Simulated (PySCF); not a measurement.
# Solver options tried on BiH3O3

Do solver options change the result for BiH3O3, or only the number of cycles?

Method: method and basis as typed in the scripts; program: PySCF 2.14.0.

3 further runs of the same task are left out: 3 that didn't finish.

## (1) Where the work starts

BiH3O3: 7 atoms, charge 0, spin multiplicity 1.

Bond lengths: Bi1–O2 2.087 Å, Bi1–O3 2.087 Å, Bi1–O4 2.087 Å, O2–H5 0.968 Å, O3–H6 0.968 Å, O4–H7 0.968 Å. Angles: O2–Bi1–O3 94.5°, O2–Bi1–O4 94.5°, O3–Bi1–O4 94.5°, Bi1–O2–H5 107.8°, Bi1–O3–H6 107.8°, Bi1–O4–H7 107.8°.

Coordinates:

```mol
BiH3O3
  3D, bonds by distance, orders not assigned

  7  6  0  0  0  0  0  0  0  0999 V2000
    0.0000    0.0000   -0.2259 Bi  0  0
    1.7670    0.0956    0.8809 O   0  0
   -0.9663    1.4825    0.8809 O   0  0
   -0.8007   -1.5780    0.8809 O   0  0
    1.7107   -0.5664    1.5848 H   0  0
   -0.3649    1.7647    1.5848 H   0  0
   -1.3458   -1.1983    1.5848 H   0  0
  1  2  8  0
  1  3  8  0
  1  4  8  0
  2  5  8  0
  3  6  8  0
  4  7  8  0
M  END
```

## (2) The base run

input.py

```python
from pyscf import gto, scf
from pyscf.hessian import thermo

mol = gto.M(
    atom='Bi 0 0 -0.2259; O 1.767 0.0956 0.8809; O -0.9663 1.4825 0.8809; O -0.8007 -1.578 0.8809; H 1.7107 -0.5664 1.5848; H -0.3649 1.7647 1.5848; H -1.3458 -1.1983 1.5848',
    basis='sbkjc',
    ecp={'Bi': 'sbkjc', 'O': 'sbkjc'},
    charge=0,
    spin=0,
    verbose=4,
)
mf = scf.RHF(mol)
mf.kernel()
hess = mf.Hessian().kernel()
print('wavenumber (cm^-1) =', thermo.harmonic_analysis(mol, hess)['freq_wavenumber'].round(1))
mf.dip_moment()
print('orbital energies (hartree):', mf.mo_energy[..., max(0, mol.nelec[1]-3):mol.nelec[0]+3].round(4))
```

Run with:

```console
OMP_NUM_THREADS=1 python input.py
```

Its log is not repeated here.

In short: E(SCF) = -54.060151 Eh, 10 cycles, μ = 1.20 D, wavenumbers 178, 178, 214, 450, 450, 519, 520, 520, 542, 967, 967, 1017, 3971, 3972, 3972 cm⁻¹.

## (3) DIIS space 2

Run 1 changes DIIS space: default → 2.

input.py

```python
from pyscf import gto, scf
from pyscf.hessian import thermo

mol = gto.M(
    atom='Bi 0 0 -0.2259; O 1.767 0.0956 0.8809; O -0.9663 1.4825 0.8809; O -0.8007 -1.578 0.8809; H 1.7107 -0.5664 1.5848; H -0.3649 1.7647 1.5848; H -1.3458 -1.1983 1.5848',
    basis='sbkjc',
    ecp={'Bi': 'sbkjc', 'O': 'sbkjc'},
    charge=0,
    spin=0,
    verbose=4,
)
mf = scf.RHF(mol)
mf.diis_space = 2
mf.kernel()
hess = mf.Hessian().kernel()
print('wavenumber (cm^-1) =', thermo.harmonic_analysis(mol, hess)['freq_wavenumber'].round(1))
mf.dip_moment()
print('orbital energies (hartree):', mf.mo_energy[..., max(0, mol.nelec[1]-3):mol.nelec[0]+3].round(4))
```

Run with:

```console
OMP_NUM_THREADS=1 python input.py
```

## (4) Initial guess random

Run 2 changes initial guess: minao → random.

input.py: that of step 2 with these lines changed.

```diff
@@ -12,2 +12,3 @@
 mf = scf.RHF(mol)
+mf.init_guess = 'random'
 mf.kernel()
```

## (5) Second-order solver on

Run 3 changes second-order solver: off → on.

input.py: that of step 2 with these lines changed.

```diff
@@ -12,2 +12,3 @@
 mf = scf.RHF(mol)
+mf = mf.newton()
 mf.kernel()
```

## (6) Initial guess 1e

Run 4 changes initial guess: minao → 1e.

input.py: that of step 2 with these lines changed.

```diff
@@ -12,2 +12,3 @@
 mf = scf.RHF(mol)
+mf.init_guess = '1e'
 mf.kernel()
```

## (7) Level shift 0.5 hartree

Run 5 changes level shift: none → 0.5 hartree.

input.py: that of step 2 with these lines changed.

```diff
@@ -12,2 +12,3 @@
 mf = scf.RHF(mol)
+mf.level_shift = 0.5
 mf.kernel()
```

## (8) Level shift 0.3 hartree

Run 6 changes level shift: none → 0.3 hartree.

input.py: that of step 2 with these lines changed.

```diff
@@ -12,2 +12,3 @@
 mf = scf.RHF(mol)
+mf.level_shift = 0.3
 mf.kernel()
```

What does the calculation give? Wanted: for each run, E(SCF); from base; gap; SCF dipole; after the SCF.

**Answer**, as computed:

```csv
run,E(SCF) (hartree),from base (eV),cycles,gap (eV),SCF dipole (D),after the SCF
base,-54.060151,0,10,13.00,1.20,highest mode 3972 cm⁻¹
DIIS space 2,-54.060151,0.0000,12,13.00,1.20,highest mode 3972 cm⁻¹
initial guess random,-54.060151,0.0000,10,13.00,1.20,highest mode 3972 cm⁻¹
second-order solver on,-54.060151,0.0000,3 macro,13.00,1.20,highest mode 3972 cm⁻¹
initial guess 1e,-54.060151,0.0000,12,13.00,1.20,highest mode 3972 cm⁻¹
level shift 0.5 hartree,-54.060151,0.0000,16,13.00,1.20,highest mode 3972 cm⁻¹
level shift 0.3 hartree,-54.060151,0.0000,13,13.00,1.20,highest mode 3972 cm⁻¹
```

Distance from each run's final energy (log10 hartree) by cycle:

```
                    run  cycle 1  cycle 2  cycle 3  cycle 5  cycle 8  cycle 12
                   base     -0.4     -0.8     -2.6     -4.8     -8.5      done
           DIIS space 2     -0.4     -0.8     -2.6     -4.7     -7.5      -9.7
   initial guess random     -0.4     -0.8     -2.6     -4.8     -8.5      done
 second-order solver on     -3.7    < -11    < -11     done     done      done
       initial guess 1e      1.2      0.8     -0.2     -2.7     -6.2     -10.9
level shift 0.5 hartree     -1.0     -1.6     -2.1     -3.2     -5.1      -7.5
level shift 0.3 hartree     -0.9     -1.6     -2.3     -3.7     -6.3      -9.6
```

In words: The SCF energy stays the same, to the digits that matter, with DIIS space 2 or initial guess random or second-order solver on or initial guess 1e or level shift 0.5 hartree or level shift 0.3 hartree. PySCF falls back to minao for a guess that it doesn't know or can't read, so that run repeats the base. The base needs 10 cycles and the run with level shift 0.5 hartree needs 16.
